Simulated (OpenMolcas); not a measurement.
# C2H6AlCl (dimethylaluminum chloride): levels of theory compared

Aim: a comparison of 6 runs (M06-2X/cc-pVDZ, SVWN5/cc-pVDZ, TPSS/cc-pVDZ, revPBE/cc-pVDZ, MP2/cc-pVDZ, CCSD(T)/cc-pVDZ) of C2H6AlCl (dimethylaluminum chloride). 

Program for the calculation: OpenMolcas 26.06.

1 further run of the same task is left out (set aside as unsound or not needed).

## Step 1: Starting point

C2H6AlCl: 10 atoms, total charge 0, spin state singlet. As SMILES, `[CH3][Al]([CH3])[Cl]`. The coordinates come from a PBE0-D4/def2-TZVP relaxation.

Bond lengths: C1–Al2 1.942 Å, Al2–C3 1.942 Å, Al2–Cl4 2.114 Å, C1–H5 1.092 Å, C1–H6 1.095 Å, C1–H7 1.095 Å, C3–H8 1.095 Å, C3–H9 1.093 Å, C3–H10 1.094 Å. Some angles: C1–Al2–C3 125.8°, C1–Al2–Cl4 117.8°, C3–Al2–Cl4 116.4°, Al2–C1–H5 112.5°, Al2–C1–H6 110.7°, Al2–C1–H7 110.7°, Al2–C3–H8 110.7°, Al2–C3–H9 112.6°, Al2–C3–H10 110.7°, H5–C1–H6 108.1°.

## Step 2: Energy and gradient at M06-2X/cc-pVDZ (run 1)

job.input reads:

```
&GATEWAY
  BasLib=$CurrDir
  Coord
  10
  angstrom
  C       -0.517700       1.358200      -0.989200
  Al      -0.252300      -0.446600      -0.322400
  C        0.742200      -0.932200       1.273500
  Cl      -1.112300      -2.038200      -1.415400
  H       -1.121400       1.383800      -1.898300
  H       -1.010200       1.981400      -0.235400
  H        0.443800       1.835600      -1.206000
  H        0.102400      -1.471200       1.979300
  H        1.158700      -0.063300       1.788800
  H        1.566900      -1.607500       1.025200
  Basis=cc-pVDZ
  Group=NoSym

&SEWARD
  GridInput
  Grid=UltraFine
  End of Grid

&SCF
  KSDFT=M062X
  Thresholds=1e-10 1e-07 1e-07 1e-05
  PrOrbitals=0

&ALASKA
```

The basis set cc-pVDZ is read from a file made from the Basis Set Exchange's data (not shown).

Run with:

```console
$ export MOLCAS_MEM=1860
$ pymolcas job.input > job.log
```

Output:

```text
--- Start Module: gateway ---
[...]
--- Stop Module: gateway /rc=_RC_ALL_IS_WELL_ ---
[...]
      Basis functions           94
[...]
--- Start Module: scf ---
[...]
       Convergence after  12 Iterations
[...]
::    Total KS-DFT energy                            -782.4575528244
[...]
      Total spin, S                                     0.0000000000
[...]
      Total electronic charge=   48.000000
      Total            charge=   -0.000000
[...]
      Dipole Moment (debye):
      Origin of the operator (angstrom)=   -0.4550   -0.8276   -0.5796
                   X=  8.9839E-01               Y=  1.6466E+00               Z=  1.1430E+00           Total=  2.1966E+00
      Quadrupole Moment (debye*angstrom):
[...]
--- Stop Module: scf /rc=_RC_ALL_IS_WELL_ ---
[...]
--- Start Module: alaska ---
[...]
 *              Molecular gradients               *
 **************************************************
  Irreducible representation: a
 ------------------------------------------------------------------------------------------
                              X                       Y                       Z
 ------------------------------------------------------------------------------------------
  C1                1.57290674565602E-04    2.54161608026671E-03   -1.17838041163720E-04
  AL2              -3.05638645041295E-03   -5.48269888451713E-03   -3.89816998443671E-03
  C3                1.28893874757985E-03   -5.51294264971025E-04    1.95876420336560E-03
  CL4               3.43485925198550E-03    6.32315454718935E-03    4.36817917684351E-03
  H5                2.81699375652478E-03    1.02201341440011E-04    4.22112181581680E-03
  H6                2.21785342196701E-03   -2.55055051456621E-03   -3.71979859935401E-03
  H7               -4.56291854621771E-03   -1.85162786255333E-03    8.25425689296333E-04
  H8                3.20150397281838E-03    2.47521454047517E-03   -2.97217080149004E-03
[...]
--- Stop Module: alaska /rc=_RC_ALL_IS_WELL_ ---
[...]
```

Wall time 41 s (1 thread of Intel Xeon 6975P-C (Granite Rapids), shared host); peak memory 0.52 GiB.

## Step 3: Energy and forces at SVWN5/cc-pVDZ (run 2)

calc.input reads:

```
* C2H6AlCl Kohn-Sham DFT

&GATEWAY
  BasLib=$CurrDir
  Coord
  10
  angstrom
  C       -0.517700       1.358200      -0.989200
  Al      -0.252300      -0.446600      -0.322400
  C        0.742200      -0.932200       1.273500
  Cl      -1.112300      -2.038200      -1.415400
  H       -1.121400       1.383800      -1.898300
  H       -1.010200       1.981400      -0.235400
  H        0.443800       1.835600      -1.206000
  H        0.102400      -1.471200       1.979300
  H        1.158700      -0.063300       1.788800
  H        1.566900      -1.607500       1.025200
  Basis=cc-pVDZ
  Group=NoSym

&SEWARD
  GridInput
  Grid=UltraFine
  End of Grid

&SCF
  KSDFT=SVWN5
  Thresholds=1e-10 1e-07 1e-07 1e-05
  PrOrbitals=1 1

&ALASKA
```

The basis set cc-pVDZ is read from a file made from the Basis Set Exchange's data (not shown).

Run with:

```console
$ export MOLCAS_MEM=1860
$ pymolcas calc.input > calc.log
```

Output:

```text
--- Start Module: gateway ---
[...]
--- Stop Module: gateway /rc=_RC_ALL_IS_WELL_ ---
[...]
      Basis functions           94
[...]
--- Start Module: scf ---
[...]
       Convergence after  14 Iterations
[...]
::    Total KS-DFT energy                            -779.2199570869
[...]
      Total spin, S                                     0.0000000000
[...]
      Total electronic charge=   48.000000
      Total            charge=   -0.000000
[...]
      Dipole Moment (debye):
      Origin of the operator (angstrom)=   -0.4550   -0.8276   -0.5796
                   X=  8.8099E-01               Y=  1.6030E+00               Z=  1.1218E+00           Total=  2.1458E+00
      Quadrupole Moment (debye*angstrom):
[...]
--- Stop Module: scf /rc=_RC_ALL_IS_WELL_ ---
[...]
--- Start Module: alaska ---
[...]
 *              Molecular gradients               *
 **************************************************
  Irreducible representation: a
 ------------------------------------------------------------------------------------------
                              X                       Y                       Z
 ------------------------------------------------------------------------------------------
  C1               -7.83103904138160E-04    1.09664201177528E-02   -2.80386804311528E-03
  AL2              -3.49327042934133E-03   -6.30692389159293E-03   -4.45054565888459E-03
  C3                5.72163200340414E-03   -3.00495178701055E-03    9.11607695906991E-03
  CL4               2.99856796860354E-03    5.41739853141721E-03    3.82919722241404E-03
  H5                6.76599663259658E-03    1.90946433802242E-04    1.01345733996929E-02
  H6                5.20481975070330E-03   -6.27168026274871E-03   -8.60840956148845E-03
  H7               -1.06788246914680E-02   -4.66029643845944E-03    2.01558359303389E-03
  H8                7.32105403820116E-03    6.01738778590510E-03   -7.24058918075787E-03
[...]
--- Stop Module: alaska /rc=_RC_ALL_IS_WELL_ ---
[...]
```

Run time: 29 s. Hardware: 1 thread of Intel Xeon 6975P-C (Granite Rapids), shared host; peak memory 0.52 GiB.

Runs 3 to 5 aren't shown in full; the table further down has their settings and results.

## Step 4: The energy at CCSD(T)/cc-pVDZ (run 6)

input.xyz reads:

```xyz
10

C     -0.517700     1.358200    -0.989200
Al    -0.252300    -0.446600    -0.322400
C      0.742200    -0.932200     1.273500
Cl    -1.112300    -2.038200    -1.415400
H     -1.121400     1.383800    -1.898300
H     -1.010200     1.981400    -0.235400
H      0.443800     1.835600    -1.206000
H      0.102400    -1.471200     1.979300
H      1.158700    -0.063300     1.788800
H      1.566900    -1.607500     1.025200
```

job.input reads:

```
* C2H6AlCl CCSD(T)

&gateway
 baslib=$CurrDir
 coord=input.xyz
 basis=cc-pVDZ
 group=NoSym

&seward

&scf
 thresholds=1e-10 1e-07 1e-07 1e-05
 prorbitals=1 2

&rasscf
 fileorb=$Project.ScfOrb
 spin=1
 nactel=0 0 0
 inactive=24
 ras2=0
 outorbitals=Canonical
 orblisting=Nothing

&motra
 jobiph
 frozen=12

&ccsdt
 cct
 triples=2
 iterations=80
 accuracy=1e-08
 extrapolation=5 4
```

The basis set cc-pVDZ is read from a file made from the Basis Set Exchange's data (not shown).

Run with:

```console
$ export MOLCAS_MEM=1860
$ pymolcas job.input > job.log
```

Output:

```text
--- Start Module: gateway ---
[...]
--- Stop Module: gateway /rc=_RC_ALL_IS_WELL_ ---
[...]
      Basis functions           94
[...]
       Convergence after  12 Iterations
[...]
::    Total SCF energy                               -780.7425970263
[...]
      Total spin, S                                     0.0000000000
[...]
      Number of active orbitals                  0
[...]
      Spin quantum number                      0.0
[...]
      Active orbitals                            0
[...]
      Number of CSFs                             1
[...]
      Number of root(s) required                 1
[...]
      Convergence after  4 iterations
[...]
      Natural orbitals and occupation numbers for root  1
      ************************************************************************************************************************
      *                                                    Final results                                                     *
      ************************************************************************************************************************
[...]
::    RASSCF root number  1 Total energy:   -780.74259703
[...]
      Total electronic charge=   48.000000
      Total            charge=   -0.000000
[...]
      Dipole Moment (debye):
      Origin of the operator (angstrom)=   -0.4550   -0.8276   -0.5796
                   X=  9.3364E-01               Y=  1.7181E+00               Z=  1.1876E+00           Total=  2.2878E+00
      Quadrupole Moment (debye*angstrom):
[...]
--- Start Module: motra ---
[...]
      *** WARNING: Default frozen orbitals is overwritten by user input.
      *** Default values:   9
[...]
--- Stop Module: motra /rc=_RC_ALL_IS_WELL_ ---
[...]
--- Start Module: ccsdt ---
[...]
      Convergence after                     9  Iterations
      Total energy (diff) :    -781.28400744       0.00000001
[...]
 METHOD                       : CCSD+T(CCSD)+<T3(1)WT1> = CCSD(T)
[...]
       CCSD     =      -781.2840074445169
[...]
--- Stop Module: ccsdt /rc=_RC_ALL_IS_WELL_ ---
[...]
```

Run time: 44 s. Hardware: 1 thread of Intel Xeon 6975P-C (Granite Rapids), shared host; peak memory 0.52 GiB.

## Step 5: All runs side by side

```csv
run,level,task,integration grid,energy (Eh),dipole moment (D) of the reference,HOMO energy (eV),LUMO energy (eV),wall time
1,M06-2X/cc-pVDZ,gradient,UltraFine,-782.457553,2.20,-8.95,-0.02,41 s
2,SVWN5/cc-pVDZ,gradient,UltraFine,-779.219957,2.15,-6.58,-1.55,29 s
3,TPSS/cc-pVDZ,gradient,UltraFine,-782.594542,2.08,-6.62,-1.25,51 s
4,revPBE/cc-pVDZ,gradient,UltraFine,-782.371049,2.10,-6.45,-1.27,36 s
5,MP2/cc-pVDZ,energy,–,-781.232273,2.29,-10.89,2.20,7.5 s
6,CCSD(T)/cc-pVDZ,energy,–,-781.297469,2.29,-10.89,2.20,44 s
```

## Step 6: What came out

| quantity | value |
| --- | --- |
| run 6: total energy | -781.29747 Eh |
| run 6: dipole moment (mean-field density) | 2.29 D |
| run 6: HOMO energy (Hartree–Fock orbitals) | -10.89 eV |
| run 6: LUMO energy (Hartree–Fock orbitals) | 2.20 eV |
| run 6: HOMO–LUMO gap (Hartree–Fock orbitals) | 13.09 eV |
| run 6: correlation energy (12 core orbitals frozen) | -554.9 mEh |
| run 6: (T) correction | -13.46 mEh |

**Reading.** Over runs 1, 2, 3, 4 the dipole moment (its size) runs from 2.08 D (TPSS/cc-pVDZ) to 2.20 D (M06-2X/cc-pVDZ). Over runs 1, 2, 3, 4 the HOMO–LUMO gap runs from 5.03 eV (SVWN5/cc-pVDZ) to 8.93 eV (M06-2X/cc-pVDZ). Totals of different functionals can't be ranked against each other. All runs together took 3.5 min, the longest 51 s.
